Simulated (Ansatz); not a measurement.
# Iridium, A15 under r²SCAN: structure and ground-state energy

What does r²SCAN give for iridium in the A15 structure? We relax it, then solve it on a dense k-mesh. Spin polarisation is left out. The k-meshes are 5×5×5 for the relaxation; 7×7×7 for the dense run.

Computed with Ansatz 0.2.0 (DFT r2SCAN, plane waves (500 eV) with PAW, scalar-relativistic; PBE-made PAW files, unless a step says otherwise).

## (1) Starting point

Symmetry: Pm-3n, No. 223, cubic system. Conventional cell: a = 4.837 Å, b = 4.837 Å, c = 4.837 Å, α = 90.00°, β = 90.00°, γ = 90.00°. Ir (site symmetry m-3) has 12 Ir at 2.70 Å as nearest neighbours. Ir (site symmetry -4m2) has 6 Ir at 2.42 to 2.70 Å as nearest neighbours.

Structure file:

```
Ir
1.0
     4.83734    0.00000    0.00000
     0.00000    4.83734    0.00000
     0.00000    0.00000    4.83734
Ir
8
Direct
  0.00000 0.00000 0.00000
  0.50000 0.50000 0.50000
  0.25000 0.00000 0.50000
  0.75000 0.00000 0.50000
  0.50000 0.25000 0.00000
  0.50000 0.75000 0.00000
  0.00000 0.50000 0.25000
  0.00000 0.50000 0.75000
```

## (2) Relaxing cell and atoms

input.yaml reads:

```yaml
crystal:
  lattice:
    - [4.837340879, 0.0, 0.0]
    - [0.0, 4.837340879, 0.0]
    - [0.0, 0.0, 4.837340879]
  atoms:
    - { symbol: Ir, position: [0.0, 0.0, 0.0] }
    - { symbol: Ir, position: [0.5, 0.5, 0.5] }
    - { symbol: Ir, position: [0.25, 0.0, 0.5] }
    - { symbol: Ir, position: [0.75, 0.0, 0.5] }
    - { symbol: Ir, position: [0.5, 0.25, 0.0] }
    - { symbol: Ir, position: [0.5, 0.75, 0.0] }
    - { symbol: Ir, position: [0.0, 0.5, 0.25] }
    - { symbol: Ir, position: [0.0, 0.5, 0.75] }
hamiltonian:
  xc: r2scan
  pseudopotentials:
    kind: paw
    azcp:
      Ir: "pseudopotentials/Ir.paw.azcp"
basis:
  ecutwfc: 500
  fft_grid_basis: typed
kpoints:
  mp_grid: { grid: [5, 5, 5], shift: [0, 0, 0] }
magnetization:
  spin_polarized: false
scf:
  occupations: { method: fermi_dirac, width: 0.1 }
relax:
  max_steps: 60
  f_tol: 0.01
  cell: {}
```

After this run come: The energy on a finer k-mesh.

Q: Predict the outcome of this session. Wanted: space group; conventional cell; volume; shortest distance; gap on the mesh; relative to fcc.

The runs gave:

| quantity | value |
| --- | --- |
| space group (spins left aside) | Pm-3n (No. 223) |
| conventional cell | a = 4.909 Å |
| volume | 14.788 Å³/atom |
| shortest distance | 2.455 Å |
| gap on the mesh | none (levels filled in part) |
| relative to fcc | +557 meV/atom |

What this shows: From the guessed start the volume grew by 4.5 % in 5 steps. It lies 557 meV/atom above the element's usual form at the same level (fcc, from a run of its own), so it is far from stable. No gap shows: it is a metal or semimetal at this level. The symmetry was held, so the structure may be unstable against distortions that break it.
